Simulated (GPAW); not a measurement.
NiMoIrPdW:

```
Ni Mo Pd Ir W
1.0
     2.76078    0.00000    0.00000
    -1.38039    2.39090    0.00000
     0.00000    0.00000   11.34051
Ni Mo Pd Ir W
1 1 1 1 1
Direct
  0.00000 0.00000 0.70917
  0.66667 0.33333 0.29425
  0.66667 0.33333 0.89901
  0.00000 0.00000 0.10604
  0.66667 0.33333 0.52921
```

The cell was built by a generator and needn't be a form met in nature.

Program: GPAW 26.7.0. Alike in all runs: cell as given; cutoff (eV) 600; smearing fermi-dirac 0.05 eV. Hardware: 8 threads of Intel(R) Xeon(R) 6975P-C (Granite Rapids), with other jobs on the host.

Task: Order these runs on this cell by their wall time, lowest first.
A. task band structure; level revPBE; potentials or basis the program's PAW data sets (release 1.2.1) made for this functional, pw; spin collinear, ferromagnetic start; k mesh 8 × 8 × 2; ranks 8; band path GMKGALHA,LM,KH; band points 80; mesh quality not flagged
B. task single point; level LDA; potentials or basis the program's PAW data sets (release 1.2.1) made for this functional, pw; spin non-collinear, ferromagnetic start, SOC; k mesh 5 × 5 × 1; ranks 8; mesh quality coarse
C. task single point; level PBE; potentials or basis GPAW PAW data sets (gpaw-data 1.2.1), pw; spin collinear, ferromagnetic start; k mesh 6 × 6 × 2; mesh quality coarse

Result: A (63 s), C (190 s), B (440 s).

Caveats: some runs use coarse meshes.

Not every run made on this cell is shown here.
